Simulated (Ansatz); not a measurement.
# GeW: the cost of one run

Method: DFT PBE, scalar-relativistic, plane waves, PAW, in Ansatz 0.2.0.

1 further run of the same task is left out (set aside as unsound or not needed).

## (1) The structure to begin with

It takes space group P6_3/mmc (No. 194, hexagonal). Conventional cell: a = 3.191 Å, b = 3.191 Å, c = 7.297 Å, α = 90.00°, β = 90.00°, γ = 120.00°. Ge (site symmetry -6m2) has 6 W at 2.59 Å as nearest neighbours. W (site symmetry -3m) is surrounded by 6 Ge at 2.59 Å.

As a file:

```xyz
4
Lattice="3.1908 0.0000 0.0000 -1.5954 2.7633 0.0000 0.0000 0.0000 7.2973" Properties=species:S:1:pos:R:3 pbc="T T T"
Ge    0.0000    1.8422    1.8243
Ge    1.5954    0.9211    5.4730
W     0.0000    0.0000    0.0000
W     0.0000    0.0000    3.6486
```

The cell was relaxed beforehand at this level, from a database cell with other species swapped in; it is a trial structure. At a tolerance of 0.05 Å it has space group P6_3/mmc (No. 194); it has 16.09 Å³/atom, an uncorrected energy of +0.24 eV/atom over the elements.

## (2) Electronic structure at the relaxed geometry

File input.yaml:

```yaml
crystal:
  lattice:
    - [3.190814594, 0.0, 0.0]
    - [-1.595407297, 2.7633264971, 0.0]
    - [0.0, 0.0, 7.2972689881]
  atoms:
    - { symbol: Ge, position: [0.3333333333, 0.6666666667, 0.25] }
    - { symbol: Ge, position: [0.6666666667, 0.3333333333, 0.75] }
    - { symbol: W, position: [0.0, 0.0, 0.0] }
    - { symbol: W, position: [0.0, 0.0, 0.5] }
basis:
  ecutwfc: 420
kpoints:
  mp_grid: { grid: [18, 18, 6] }
  band_path:
    path:
      - [[0.0, 0.0, 0.0], [0.5, 0.0, 0.0], [0.33333333, 0.33333333, 0.0], [0.0, 0.0, 0.0], [0.0, 0.0, 0.5], [0.5, 0.0, 0.5], [0.33333333, 0.33333333, 0.5], [0.0, 0.0, 0.5]]
      - [[0.5, 0.0, 0.5], [0.5, 0.0, 0.0]]
      - [[0.33333333, 0.33333333, 0.5], [0.33333333, 0.33333333, 0.0]]
    npoints: 14
hamiltonian:
  xc: pbe
scf:
  occupations: { method: gaussian, width: 0.1 }
  n_extra_bands: 10
output:
  forces: true
  stress: true
  eigenvalues: true
  populations: true
  dos: { projected: true, de: 0.02, nscf_kmesh: { grid: [22, 22, 8] } }
  bader: true
```

Command:

```bash
ansatz run input.yaml --threads 1 --pin off --max-ram 2560MiB --backend cpu --events-out ev --progress --plain --runs-dir out
```

What time and memory should one allow on 1 thread of AMD EPYC 7R43 (Zen 3), shared host?

About 80 s, with a peak of 0.7 GiB.
